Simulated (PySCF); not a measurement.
# The bond of GeP+, level by level

One job finds the state of GeP+, follows it along the bond with each method and fits the curves.

Computed with PySCF 2.14.0. Level: Ge def2-TZVPPD, P def2-TZVPPD, no relativity.

## (1) The job

Settings of the job:

* atoms: Ge, P
* charge: 1
* basis: Ge def2-TZVPPD, P def2-TZVPPD
* Hamiltonian: no relativity
* basis functions: 102
* electrons treated: 46
* masses in u: 73.9212, 30.9738
* levels: PBE0, PBE, r²SCAN, r²SCANh, M06-2X, B97-3, BHandHLYP, LDA, LC-ωPBE, HF, MP2, SCS-MP2, CCSD, CCSD(T)
* grid: 80 radial by 434 angular points
* occupations: held fixed by the projection of orbital angular momentum
* dissociation limit: Ge+ + P, each in its ground configuration
* starting distance in angstrom: 2.325
* values of 2S to try: 0, 2, 4

Launch:

```
> OMP_NUM_THREADS=2 python dia.py task.json out
```

Further steps of the session: PBE0 along the bond; Higher solutions at PBE0; PBE; r²SCAN (meta-GGA); r²SCANh (hybrid meta-GGA); M06-2X; B97-3 (global hybrid GGA); BHandHLYP; LDA (local density); LC-ωPBE; UHF (mean field); Adding correlation.

What does the calculation give? Wanted: for each run, Re; ωe; De; μ.

As calculated:

Lowest PBE0 solution found, without spin–orbit coupling: ³Σ⁻ (triplet), unpaired electrons π ↑↑. State 2 has its PBE0 minimum 0.27 eV higher, as a spin-mixed determinant (⟨S²⟩ = 1.01), so this is no gap between pure states. State 3 has its PBE0 minimum 0.52 eV higher. State 4 has its PBE0 minimum 0.72 eV higher, as a spin-mixed determinant (⟨S²⟩ = 1.02), so this is no gap between pure states. The other levels ran on the lowest alone.

| level | Re (Å) | ωe (cm⁻¹) | De (eV) | μ (D) |
| --- | --- | --- | --- | --- |
| UHF | 2.296 | 401 | 1.30 | -0.21 |
| UHF-MP2 | 2.284 | 415 | 2.32 | n/a |
| UHF-SCS-MP2 | 2.292 | 405 | 2.28 | n/a |
| UHF-CCSD | 2.299 | 398 | 2.32 | n/a |
| UHF-CCSD(T) | 2.307 | 392 | 2.46 | n/a |
| LDA | 2.305 | 387 | 3.59 | 0.72 |
| PBE | 2.336 | 374 | 3.06 | 0.49 |
| r²SCAN | 2.306 | 392 | 2.88 | 0.53 |
| r²SCANh | 2.298 | 398 | 2.79 | 0.47 |
| PBE0 | 2.303 | 398 | 2.80 | 0.34 |
| B97-3 | 2.322 | 387 | 2.80 | 0.23 |
| BHandHLYP | 2.294 | 403 | 2.52 | 0.20 |
| M06-2X | 2.299 | 403 | 2.63 | 0.36 |
| LC-ωPBE | 2.259 | 428 | 2.52 | 0.19 |

De is counted to Ge+ + P in their ground configurations. A positive dipole points from Ge to P; in an ion it is taken about the centre of mass and does not tell which atom is negative.

Differences from CCSD(T) in the same basis:

| level | Re (mÅ) | ωe (%) |
| --- | --- | --- |
| UHF | -11 | +2.2 |
| UHF-MP2 | -23 | +5.8 |
| UHF-SCS-MP2 | -15 | +3.2 |
| UHF-CCSD | -8 | +1.6 |
| LDA | -2 | -1.3 |
| PBE | +29 | -4.6 |
| r²SCAN | -1 | -0.1 |
| r²SCANh | -9 | +1.6 |
| PBE0 | -4 | +1.4 |
| B97-3 | +15 | -1.3 |
| BHandHLYP | -13 | +2.8 |
| M06-2X | -8 | +2.8 |
| LC-ωPBE | -48 | +9.2 |

Judged by CCSD(T) in the same basis: best bond length r²SCAN (-1 mÅ), worst LC-ωPBE (-48 mÅ); best wavenumber r²SCAN (-0.1 %), worst LC-ωPBE (+9.2 %). Hartree–Fock makes the bond too short and too stiff against this reference, as it mostly does. PBE gives a bond that is too long and too soft, as GGAs tend to. Among the levels with a De in the table, it runs from 1.30 eV (UHF) to 3.59 eV (LDA).

Correlated steps freeze 14 core orbitals.
